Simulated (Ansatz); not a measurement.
# NiMoIrPdW (P3m1) in Ansatz: notebook

The runs below take NiMoIrPdW through relaxation of cell and atoms, with RPBE, PBEsol+D3(BJ).

Everything below comes from runs of Ansatz 0.2.0. Logs are shortened: lines on timing, memory, paths and dates and some standing lists are left out, and cuts for length are marked.

## (1) The structure

The structure is trigonal, space group P3m1 (No. 156). The conventional cell has a = 2.761 Å, b = 2.761 Å, c = 11.341 Å, α = 90.00°, β = 90.00°, γ = 120.00°. Ni (site symmetry 3m) has 3 W at 2.59 Å and 3 Pd at 2.68 Å and 6 Ni at 2.76 Å as nearest neighbours. Mo (site symmetry 3m) is surrounded by 3 Ir at 2.66 Å and 1 W at 2.66 Å and 6 Mo at 2.76 Å. Pd (site symmetry 3m) has 3 Ni at 2.68 Å and 6 Pd at 2.76 Å and 3 Ir at 2.84 Å as nearest neighbours. Around Ir (site symmetry 3m) lie 3 Mo at 2.66 Å and 6 Ir at 2.76 Å and 3 Pd at 2.84 Å. W (site symmetry 3m) is surrounded by 3 Ni at 2.59 Å and 1 Mo at 2.66 Å and 6 W at 2.76 Å.

The cell was built by a generator and needn't be a form met in nature.

## (2) Relaxation of cell and atoms, RPBE, collinear spin, ferromagnetic start

Input file input.yaml:

```yaml
crystal:
  lattice:
    - [2.76078, 0.0, 0.0]
    - [-1.38039, 2.3909, 0.0]
    - [0.0, 0.0, 11.34051]
  atoms:
    - { symbol: Ni, position: [0.0, 0.0, 0.70917], spin: 1.0 }
    - { symbol: Mo, position: [0.66667, 0.33333, 0.29425], spin: 1.0 }
    - { symbol: Pd, position: [0.66667, 0.33333, 0.89901] }
    - { symbol: Ir, position: [0.0, 0.0, 0.10604], spin: 0.6 }
    - { symbol: W, position: [0.66667, 0.33333, 0.52921] }
hamiltonian:
  xc: rpbe
  pseudopotentials: { kind: paw }
magnetization:
  spin_polarized: true
kpoints:
  mp_grid: { grid: [8, 8, 2] }
scf:
  occupations: { method: fermi_dirac, width: 0.05 }
output:
  forces: true
  stress: true
  eigenvalues: true
relax:
  f_tol: 0.01
  max_steps: 40
  cell: { stress_tol: 0.05 }
```

Potentials or basis: Ansatz PAW.

Run with:

```sh
$ ansatz run input.yaml --threads 8 --pin off --max-ram 20480MiB --backend cpu --events-out ev --progress --plain --runs-dir out
```

What it wrote:

```text
Warning: the atoms were moved onto the symmetric positions of the space group found under crystal.symmetry.tolerance 1.0e-5 (fractional; no operation is sought that the atoms, as they stand in a round, miss by more than twice it, and no atom is moved by as much as it), and the run uses the moved positions. Before a round's move an operation carried an atom to 1.66e-5 Å from where it should land, the largest such distance. Atom 1 (counting from 0) moved farthest, by 1.59e-5 Å; the longest move in fractions of the cell, of whichever atom, is 0.47 of the tolerance, in 1 round. To run the atoms as typed, lower crystal.symmetry.tolerance until the operations that they miss are no longer found, or set crystal.symmetry.detect: false (a key that needs symmetry detection or time reversal refuses this as the deck is read). The positions used, in the order of the run's atom list: position: [4.884966061757638e-17, -7.401373893108076e-18, 0.70917]; position: [0.6666666666666667, 0.33333333333333337, 0.29425]; position: [0.6666666666666667, 0.33333333333333337, 0.89901]; position: [4.884966061757638e-17, -7.401373893108076e-18, 0.10604]; position: [0.6666666666666667, 0.33333333333333337, 0.52921]; The lattice was moved too: crystal.lattice keeps the space group found at crystal.symmetry.tolerance 1.0e-5 only nearly: the operation that it misses by the most changes a squared length by the fraction 4.07e-6. The run uses the lattice that is a stretch of the typed one, with no rotation, onto the one that keeps every operation to a double's rounding (on a very oblique basis the stretch itself rounds by more); the deck's lattice vector that moved farthest moved by 3.24e-6 Å. To run the lattice as typed, set crystal.symmetry.tolerance under 4.06e-6, the least fraction by which an operation that the lattice misses changes a squared length (the same key also sets how far an atom may lie from its image, so lowering it can lose operations that the atoms keep only within it), or set crystal.symmetry.detect: false, as for the atoms. crystal.lattice made exact, in Å and degrees: [[2.760776758607379, 0.0, 0.0], [-1.3803883793036895, 2.390902807131649, 0.0], [0.0, 0.0, 11.34051]]. Pasted over the deck's crystal.lattice, beside positions in fractional coordinates, it runs the same cell (given as lengths and angles, that cell in the form's own orientation, a rigid turn of the misfit's size from the one run here, for which a checkpoint.post_process_only pass over this run's state can be refused: where this run relaxes nothing, give such a pass this deck's own crystal.lattice, as typed; behind a relaxation, as crystal.lattice, the state's own cell, identity.cell in its checkpoint.json), and a matrix so pasted ends this notice, except on a very skew basis of the lattice, where the rounding of the pasted numbers themselves can read as a misfit: the cell is then moved again, and that move is told again. The lattice as run is in this notice's lattice.as_run_ang field (Run.prep()["deck_notices"] in Python, the deck_notice line of an events file, deck_notices of ansatz run --dry-run=json, or deck_notices in record.json in the deck's checkpoint.write directory).
Warning: RAYON_NUM_THREADS=8 ignored (pool sized by the plan → 8); use --threads N
Engine: ansatz 0.2.0, x86_64-unknown-linux-gnu
Pseudopotentials: kind: paw
Pseudopotential: Ni, paw, valence charge 18, recommended cutoff 420 eV (normal), Ni.paw.azcp
Pseudopotential: Mo, paw, valence charge 14, recommended cutoff 420 eV (normal), Mo.paw.azcp
Pseudopotential: Pd, paw, valence charge 18, recommended cutoff 420 eV (normal), Pd.paw.azcp
Pseudopotential: Ir, paw, valence charge 17, recommended cutoff 420 eV (normal), Ir.paw.azcp
Pseudopotential: W, paw, valence charge 14, recommended cutoff 420 eV (normal), W.paw.azcp
Functional definition: RPBE
  parameter kappa = 0.804
  parameter beta = 0.06672455060314922
  exchange = rpbe_x(kappa = kappa, mu = beta*pi^2/3)
  correlation = pbe_c(beta = beta)
Crystal: 5 atoms, lattice volume = 74.856 Å³
Basis set: ecut = 420 eV, 1483 PW (Γ), exchange–correlation on 40×40×160 points (8 copies of the dense FFT grid, shifted against one another)
Bands: 51, of which v1, the nominal top of the filled ones, is band 41 counted from 1 (40 counted from 0)
Symmetry: 6 space group operations
Space group: P3m1 (ITA 156), of the structure as read, at distance tolerance 4.2e-5 Å
Magnetic group: BNS 156.49 (UNI 1279), of the structure as read, at distance tolerance 4.2e-5 Å
k-points: 20 of 128 (time reversal used)
Non-local potential: Ni, projectors of the file, l = 0: 3, l = 1: 2, l = 2: 3, l = 3: 1
Non-local potential: Mo, projectors of the file, l = 0: 3, l = 1: 2, l = 2: 2, l = 3: 1
Non-local potential: Pd, projectors of the file, l = 0: 2, l = 1: 2, l = 2: 2, l = 3: 1
Non-local potential: Ir, projectors of the file, l = 0: 3, l = 1: 2, l = 2: 2, l = 3: 1
Non-local potential: W, projectors of the file, l = 0: 3, l = 1: 2, l = 2: 2, l = 3: 1
PAW form: soft (Blöchl's): semilocal exchange-correlation on the pseudo side does not see the compensation charge
PAW frozen core: Ni, regenerated for the run's functional, and the local potential with it (the file was generated under x = pbe(κ = 0.804, μ = 0.2195149727645171), c = pbe(β = 0.06672455060314922))
PAW frozen core: Mo, regenerated for the run's functional, and the local potential with it (the file was generated under x = pbe(κ = 0.804, μ = 0.2195149727645171), c = pbe(β = 0.06672455060314922))
PAW frozen core: Pd, regenerated for the run's functional, and the local potential with it (the file was generated under x = pbe(κ = 0.804, μ = 0.2195149727645171), c = pbe(β = 0.06672455060314922))
PAW frozen core: Ir, regenerated for the run's functional, and the local potential with it (the file was generated under x = pbe(κ = 0.804, μ = 0.2195149727645171), c = pbe(β = 0.06672455060314922))
PAW frozen core: W, regenerated for the run's functional, and the local potential with it (the file was generated under x = pbe(κ = 0.804, μ = 0.2195149727645171), c = pbe(β = 0.06672455060314922))
PAW one-centre angular grid: Ni, 590 points (default); XC on 64 Gauss nodes
PAW one-centre angular grid: Mo, 590 points (default); XC on 64 Gauss nodes
PAW one-centre angular grid: Pd, 590 points (default); XC on 64 Gauss nodes
PAW one-centre angular grid: Ir, 590 points (default); XC on 64 Gauss nodes
PAW one-centre angular grid: W, 590 points (default); XC on 64 Gauss nodes
Initial density: superposition of atomic densities (chi_scale 0.1, normalization cell)
Starting moments: Σ|m| = 2.6 μB on 3 of 5 sites
[... 143 lines left out ...]
SCF iter  18: F=—  HF=-40133.489340 eV  |F-HF|=—  |Δ(HF+E_count)|=    0.00e0  Δρ=2.32e-8 (↑2.32e-8 ↓2.28e-8)  dr2=2.32e-12  dr2_m=5.28e-17  M=0.000 μB ∫|m|=0.000 μB  β_m=0.49  ethr=1.00e-12  ⟨swp⟩=1.0  Hψ=2040  notcnv=0
SCF iter  19: F=-40133.489340 eV  HF=-40133.489340 eV  |F-HF|=1.46e-11  |Δ(HF+E_count)|=    0.00e0  Δρ=6.43e-8 (↑6.43e-8 ↓6.42e-8)  dr2=2.96e-11  dr2_m=4.53e-18  M=0.000 μB ∫|m|=0.000 μB  ethr=1.00e-12  ⟨swp⟩=2.0  Hψ=5796  notcnv=0
the starting moments were not kept: the SCF closed with an absolute magnetisation of 8.1e-9 μB, where they sum to 2.6 μB in size (3 sites). That is at most 0.1 of that sum. Measured as dr2_m measures the in/out step, that magnetisation stands 5.6e-17 eV from none, at or under the dr2_threshold of 5.0e-11 eV: it is no larger than a step whose dr2_m would equal this threshold.
SCF 6 converged in 19 iterations: F = -40133.489340 eV  dr2 = 2.96e-11
relax step   6: F+E_penalty+E_count = -40133.48934026 eV  Δ(F+E_penalty+E_count) = -5.745e-4 eV  max|allowed force component| = 2.414e-3 eV/Å  Δτ_max = 0.0000 Å  P = -0.013 GPa  Ω = 76.096 Å³  stress off target by 1.62e-2 GPa  SCF on the basis re-selected at this cell (its energy is not comparable with the rows above)  (19 SCF iters)
basis re-selected at this cell: Δ(F+E_penalty+E_count) = -5.745e-4 eV, ΔP = -0.011 GPa vs the last step (what re-selecting the basis moved, of the pressure what is left beyond the Pulay correction that the steps carried, after the strain that the cell walked since its last selection, with what the two solves' SCF thresholds leave and, on support functions, any second-order correction that the steps lacked; it is no measure of the basis error at this ecutwfc). This SCF's stress stands 1.62e-2 GPa from its target on what of the cell is left free (relax.cell.stress_tol is 5.00e-2 GPa) and its largest allowed force component is 2.41e-3 eV/Å (relax.f_tol is 1.00e-2 eV/Å): within both
SCF converged after 19 iterations
Magnetization: 0.0000 μB (40.5000 up, 40.5000 down)
Absolute magnetization: 0.0000 μB (∫|ρ↑−ρ↓|, with the PAW one-centre terms)
Spin contamination: 0.0000 ħ² per cell (⟨S²⟩ above its minimum at these occupations)
Per-site moments (μB) at R_I (Å): [(4.24876292674255e-9, 1.0746217942510896), (-3.7067425921005516e-10, 1.0987458220730268), (1.6228095035146308e-9, 1.1116218787902685), (-2.1383893097380917e-11, 1.1096766538910414), (-1.0623386568472792e-10, 1.0746217942510896)]
Free energy (F): -40133.489340 eV
Harris-Foulkes:  -40133.489340 eV  (|F-HF|=1.46e-11)
Internal energy: -40133.449041 eV  (E = F + TS)
E sigma→0 (E₀):  -40133.469191 eV
Entropy (-TS):   -0.040299 eV (-8.060 meV/atom)
Fermi energy:    20.045112 eV
--- Per-component energies (eV) ---
  E_band       = -733.852027
  E_kinetic    = 2306.061502
  E_local      = -9579.212008  (includes V_loc(G=0)·N_el)
  E_nonlocal   = 1069.338927
  E_hartree    = 3955.829944
  E_xc         = -970.311654
  E_vxc        = -1085.035675  (∫ρ·V_xc dr)
  E_paw        = -26414.920276  (= ΣΔE_a)
  E_vpaw       = -1356.665879  (= ΣTr[D̂ρ^β])
  E_aug_tail   = 0.000793  (compensation charges beyond the density's cutoff)
  E_ewald      = -10499.942904
  E_core_change = -0.293366  (= ΣΔE_core)
  E_smearing   = -0.040299  (= −TS)
  E_closure    = 0.000000  (closes the sum)
  Σ components = -40133.489340   (vs F -40133.489340, Δ=0.00e0)
--- Forces (eV/Å), atoms counted from 1 ---
  atom   1  Ni     0.00000000    -0.00000000    -0.00053670
  atom   2  Mo    -0.00000000    -0.00000000    -0.00241439
  atom   3  Pd     0.00000000    -0.00000000     0.00028304
  atom   4  Ir     0.00000000     0.00000000     0.00117778
  atom   5  W      0.00000000     0.00000000     0.00148995
  max |Σ_I F_I| component: 3.16e-7 eV/Å
--- Stress (GPa, compression-positive) ---
       -0.010683      -0.000000       0.000000
       -0.000000      -0.010683       0.000000
        0.000000       0.000000      -0.016243
  P = ⅓ Tr σ = -0.0125 GPa (-0.125 kbar)
--- Band table (eV; the first three rows and the last of 40) ---
  k-point 0 ↑: bands = ["-83.0582", "-72.4507", "-64.1029", "-53.8319", "-43.5928", "-43.2471", "-43.2471", "-41.0097", "-29.8780", "-29.6688", "-29.6688", "-29.2605", "-29.1297", "-29.1297", "-18.2005", "-17.4945", "-17.4945", "-15.0980", "-14.4480", "-14.4480", "11.2753", "12.1505", "13.8651", "14.3257", "15.2488", "16.7783", "16.8423", "16.8423", "17.2700", "17.3749", "17.3749", "18.2511", "18.2511", "18.2797", "18.5144", "18.5144", "18.6594", "18.6594", "19.0867", "19.1904", "19.1904", "19.9597", "19.9597", "20.1410", "20.2891", "20.2891", "22.0348", "22.0348", "23.6354", "23.6354", "28.5762"]
  k-point 1 ↑: bands = ["-83.0582", "-72.4507", "-64.1029", "-53.8319", "-43.5928", "-43.2471", "-43.2471", "-41.0097", "-29.8780", "-29.6688", "-29.6688", "-29.2605", "-29.1297", "-29.1297", "-18.2005", "-17.4945", "-17.4945", "-15.0980", "-14.4480", "-14.4480", "11.3711", "11.9651", "13.8452", "14.6487", "15.0884", "16.8424", "16.8424", "16.9180", "17.1732", "17.3765", "17.3765", "18.0150", "18.2293", "18.2293", "18.5067", "18.5067", "18.7380", "18.7380", "18.9837", "19.1052", "19.1052", "20.0563", "20.0563", "20.2297", "20.2297", "20.4918", "22.0282", "22.0282", "23.6396", "23.6396", "27.8389"]
  k-point 2 ↑: bands = ["-83.0575", "-72.4460", "-64.0983", "-53.8174", "-43.5920", "-43.2541", "-43.2489", "-40.9828", "-29.8711", "-29.7116", "-29.6792", "-29.2528", "-29.1995", "-29.1467", "-18.1756", "-17.6674", "-17.5340", "-15.0723", "-14.6273", "-14.4888", "11.8383", "12.7216", "14.2929", "14.7284", "15.6411", "16.4443", "16.6207", "17.1361", "17.2648", "17.3153", "17.6486", "17.8862", "18.0122", "18.1795", "18.2041", "18.5464", "18.6097", "18.6449", "18.7544", "19.0384", "19.3265", "19.5803", "19.7404", "20.2485", "20.6627", "21.2947", "21.9561", "22.8829", "23.4446", "23.5094", "28.9293"]
  k-point 19 ↓: bands = ["-83.0531", "-72.4155", "-64.0676", "-53.7217", "-43.5868", "-43.2863", "-43.2738", "-40.8040", "-29.9050", "-29.8304", "-29.8282", "-29.5116", "-29.3901", "-29.2020", "-18.4141", "-18.1165", "-18.0104", "-15.4075", "-15.0960", "-14.9020", "14.8775", "15.1317", "15.5283", "15.8870", "16.1102", "16.4382", "16.5559", "16.7327", "17.0559", "17.3628", "17.3950", "17.4901", "17.7606", "18.1218", "18.3666", "18.9451", "19.2170", "19.6323", "19.9362", "20.1660", "20.4164", "20.7715", "21.1919", "21.2124", "22.9663", "24.4999", "25.1145", "25.9495", "26.0887", "27.4299", "27.9536"]
--- Relaxed structure (5 steps of the walk, 4 accepted, 1 SCFs on fresh bases) ---
  F+E_penalty+E_count = -40133.48934026 eV   max|allowed force component| = 2.414e-3 eV/Å   (the final SCF, on the basis selected at the relaxed cell)
  cell:  # Å, volume = 76.0965 Å³
    - [2.777213759117855, -5.38292784153273e-33, 4.281302029477008e-18]
    - [-1.3886068795589275, 2.405137667135739, -2.1406510147385122e-18]
    - [1.7586408726070082e-17, -4.145921987298789e-32, 11.39240050072172]
  atoms:
    - { symbol: Ni, position: [4.8803025191814934e-17, -7.401373893108072e-18, 0.7090933052415517] }
    - { symbol: Mo, position: [0.6666666666666666, 0.3333333333333333, 0.295056946326634] }
    - { symbol: Pd, position: [0.6666666666666666, 0.3333333333333333, 0.8992127429600694] }
    - { symbol: Ir, position: [4.849258867112222e-17, -7.401373893108069e-18, 0.10545277373938729] }
    - { symbol: W, position: [0.6666666666666666, 0.3333333333333333, 0.5288642317323574] }
```

Run time: 30 s. Hardware: 8 threads of Intel Xeon Platinum 8259CL at 2.50GHz (Skylake/Cascade Lake), shared host; peak memory 0.72 GiB.

Results:

* Free energy: -40133.4893 eV
* Relaxed volume: 15.22 Å³/atom
* Relaxed cell: a = 2.777 Å, b = 2.777 Å, c = 11.392 Å, α = 90.00°, β = 90.00°, γ = 120.00°
* Space group after relaxing (to 0.05 Å): P3m1 (No. 156)
* Energy gained by relaxing: 3.6 meV/atom
* Ionic steps: 5
* Pressure after relaxing: 0.0 GPa
* Band gap on the k mesh: none (metal or under the smearing width)
* Net moment: 0.00 μB per cell
* Absolute moment: 0.00 μB per cell

Forces on the atoms (eV/Å):
```
Ni   0.000  0.000 -0.001
Mo   0.000  0.000 -0.002
Pd   0.000  0.000  0.000
Ir   0.000  0.000  0.001
W    0.000  0.000  0.001
```

Step by step:
```csv
step,energy change (eV),largest force (eV/Å),volume (Å³)
1,0.0000,0.3189,74.86
2,-0.0171,0.0421,76.14
3,-0.0173,0.0144,76.10
4,-0.0173,0.0024,76.10
5,-0.0179,0.0024,76.10
```

Final structure:
```
Ni Mo Pd Ir W
1.0
     2.77721    0.00000    0.00000
    -1.38861    2.40514    0.00000
     0.00000    0.00000   11.39240
Ni Mo Pd Ir W
1 1 1 1 1
Direct
  0.00000 0.00000 0.70909
  0.66667 0.33333 0.29506
  0.66667 0.33333 0.89921
  0.00000 0.00000 0.10545
  0.66667 0.33333 0.52886
```

Caveat: the plane-wave basis is chosen anew once the cell has moved, so the energies of steps on either side of that aren't comparable; the PAW data sets come from PBE, with cores solved anew for the run's functional, which leaves a small shift of forces and pressure; the starting moments weren't kept.

## (3) Relaxation of cell and atoms, PBEsol+D3(BJ), collinear spin, ferromagnetic start

input.yaml, as its differences from that of step 2:

```diff
@@ -12,4 +12,5 @@
 hamiltonian:
-  xc: rpbe
+  xc: pbesol
   pseudopotentials: { kind: paw }
+  dispersion: d3bj
 magnetization:
```

Potentials or basis: Ansatz PAW.

Run with:

```sh
$ ansatz run input.yaml --threads 8 --pin off --max-ram 20480MiB --backend cpu --events-out ev --progress --plain --runs-dir out
```

It took 40 s on 8 threads of Intel Xeon Platinum 8259CL at 2.50GHz (Skylake/Cascade Lake), shared host; peak memory 0.72 GiB.

Results (log left out):

```yaml
Free_energy: -39666.6762 eV
Relaxed_volume: 14.01 Å³/atom
Relaxed_cell: a = 2.705 Å, b = 2.705 Å, c = 11.057 Å, α = 90.00°, β = 90.00°, γ = 120.00°
Space_group_after_relaxing_to_0.05_Å: P3m1 (No. 156)
Energy_gained_by_relaxing: 48.8 meV/atom
Ionic_steps: 6
Pressure_after_relaxing: 0.0 GPa
Largest_force_after_relaxing: 0.007 eV/Å
Band_gap_on_the_k_mesh: none (metal or under the smearing width)
Net_moment: 0.00 μB per cell
Absolute_moment: 0.00 μB per cell
```

Forces on the atoms (eV/Å):
```
Ni   0.000  0.000  0.000
Mo   0.000  0.000  0.007
Pd   0.000  0.000  0.001
Ir   0.000  0.000 -0.004
W    0.000  0.000 -0.004
```

Step by step:
```csv
step,energy change (eV),largest force (eV/Å),volume (Å³)
1,0.0000,0.2183,74.86
2,-0.2361,0.1222,70.88
3,-0.2454,0.0131,69.91
4,-0.2455,0.0169,70.08
5,-0.2456,0.0068,70.05
6,-0.2439,0.0069,70.05
```

Final structure:
```cif
data_structure
_symmetry_space_group_name_H-M 'P 1'
_symmetry_Int_Tables_number 1
_cell_length_a 2.7047
_cell_length_b 2.7047
_cell_length_c 11.0572
_cell_angle_alpha 90.000
_cell_angle_beta 90.000
_cell_angle_gamma 120.000
_cell_volume 70.05
loop_
_atom_site_label
_atom_site_type_symbol
_atom_site_fract_x
_atom_site_fract_y
_atom_site_fract_z
_atom_site_occupancy
Ni1 Ni 0.00000 0.00000 0.71129 1
Mo1 Mo 0.66667 0.33333 0.29521 1
Pd1 Pd 0.66667 0.33333 0.89804 1
Ir1 Ir 0.00000 0.00000 0.10257 1
W1 W 0.66667 0.33333 0.53056 1
```

Levels at points of the mesh, in eV from the Fermi level:
Spin up:
```csv
k point,band 38,band 39,band 40,band 41,band 42,band 43
"(0.00, 0.00, 0.00)",-1.56,-1.01,-0.96,-0.96,-0.12,-0.12
"(0.00, 0.00, -0.50)",-1.44,-1.21,-1.07,-1.07,0.00,0.00
"(0.00, -0.50, 0.00)",-0.41,-0.06,1.04,1.08,1.31,2.12
"(0.00, -0.50, -0.50)",-0.06,0.08,0.84,1.16,1.29,1.38
```
Spin down:
```
             k point  band 36  band 37  band 38  band 39  band 40  band 41  band 42  band 43  band 44  band 45
  (0.00, 0.00, 0.00)    -1.69    -1.56    -1.56    -1.01    -0.96    -0.96    -0.12    -0.12     0.03     0.26
 (0.00, 0.00, -0.50)    -1.73    -1.44    -1.44    -1.21    -1.07    -1.07     0.00     0.00     0.19     0.19
 (0.00, -0.50, 0.00)    -0.60    -0.55    -0.41    -0.06     1.04     1.08     1.31     2.12     2.22     3.06
(0.00, -0.50, -0.50)    -0.47    -0.41    -0.06     0.08     0.84     1.16     1.29     1.38     2.71     2.95
```

Caveat: the plane-wave basis is chosen anew once the cell has moved, so the energies of steps on either side of that aren't comparable; pairwise dispersion overbinds metals, which lowers pressure and volume; the PAW data sets come from PBE, with cores solved anew for the run's functional, which leaves a small shift of forces and pressure; the starting moments weren't kept.
